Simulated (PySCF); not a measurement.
# BSb⁺ (quartet): spin, charge, geometry and surroundings

One physical setting of the base script is moved in each run, with the edits that it forces.

Computed with PySCF 2.14.0. Level: each script names its method and basis.

6 further runs of the same task are left out: 1 for a known fault of the program, 5 that didn't finish.

### 1 The starting structure

BSb⁺ (quartet): 2 atoms, charge 1, spin multiplicity 4.

Bond lengths: B1–Sb2 2.166 Å.

### 2 The run that the others are compared with

The input, input.py:

```python
from pyscf import gto, dft

mol = gto.M(
    atom='B 0 0 0; Sb 0 0 2.166',
    basis='sbkjc',
    ecp={'B': 'sbkjc', 'Sb': 'sbkjc'},
    charge=1,
    spin=3,
    symmetry=True,
    verbose=4,
)
mf = dft.UKS(mol, xc='tpss')
mf.kernel()
mf.dip_moment()
print('orbital energies (hartree):', [e[max(0, n-3):n+3].round(4) for e, n in zip(mf.mo_energy, mol.nelec)])
```

The run is started by

```sh
$ OMP_NUM_THREADS=1 python input.py
```

The log of this run is left out.

It gives: E(SCF) = -7.801053 Eh, 9 cycles, ⟨S²⟩ = 3.754.

The bond length is a typed value, not an optimised one. The dipole of an ion depends on the origin. The quartet is typed in the script; nothing here shows that it is the ground state.

### 3 Charge +2 (triplet)

Run 1 changes charge: 1 → 2; spin (2S): 3 → 2.

The input, input.py:

```python
from pyscf import gto, dft

mol = gto.M(
    atom='B 0 0 0; Sb 0 0 2.166',
    basis='sbkjc',
    ecp={'B': 'sbkjc', 'Sb': 'sbkjc'},
    charge=2,
    spin=2,
    symmetry=True,
    verbose=4,
)
mf = dft.UKS(mol, xc='tpss')
mf.kernel()
mf.dip_moment()
print('orbital energies (hartree):', [e[max(0, n-3):n+3].round(4) for e, n in zip(mf.mo_energy, mol.nelec)])
```

The run is started by

```sh
$ OMP_NUM_THREADS=1 python input.py
```

### 4 Electric field 0.05 a.u.

Run 2 changes electric field: none → 0.05 a.u.; point-group symmetry: on → off.

Changes to input.py since step 2:

```diff
@@ -8,3 +8,2 @@
     spin=3,
-    symmetry=True,
     verbose=4,
@@ -12,2 +11,7 @@
 mf = dft.UKS(mol, xc='tpss')
+field = 0.05  # electric field along z, atomic units
+h = mf.get_hcore() + field*mol.intor('int1e_r')[2]
+mf.get_hcore = lambda *args: h
+e_nuc = mol.energy_nuc() - field*mol.atom_charges() @ mol.atom_coords()[:, 2]
+mf.energy_nuc = lambda *args: e_nuc
 mf.kernel()
```

### 5 Bond 2.231 Å

Run 3 changes bond length: 2.166 Å → 2.231 Å.

Changes to input.py since step 2:

```diff
@@ -3,3 +3,3 @@
 mol = gto.M(
-    atom='B 0 0 0; Sb 0 0 2.166',
+    atom='B 0 0 0; Sb 0 0 2.231',
     basis='sbkjc',
```

### 6 Doublet

Run 4 changes spin (2S): 3 → 1.

Changes to input.py since step 2:

```diff
@@ -7,3 +7,3 @@
     charge=1,
-    spin=3,
+    spin=1,
     symmetry=True,
```

What does the calculation give? Wanted: for each run, E(SCF); from base; gap, α spin.

**Answer**, as computed:

| run | E(SCF) (hartree) | from base (eV) | cycles | gap, α spin (eV) |
| --- | --- | --- | --- | --- |
| base | -7.801053 | 0 | 9 | 3.28 |
| charge +2 (triplet) | -7.199801 | +16.3609 | 11 | 0.42 |
| electric field 0.05 a.u. | -8.025626 | not comparable | 11 | 3.12 |
| bond 2.231 Å | -7.802688 | -0.0445 | 10 | 3.12 |
| doublet | -7.755109 | +1.2502 | 14 | 0.00 |

What this shows: The largest comparable shift of the SCF energy, +1.250 eV, comes with the run “doublet”. At the SCF level, going to the triplet with one electron fewer costs 16.36 eV at fixed geometry. The doublet solution found lies 1.25 eV above the base quartet at this geometry and level.
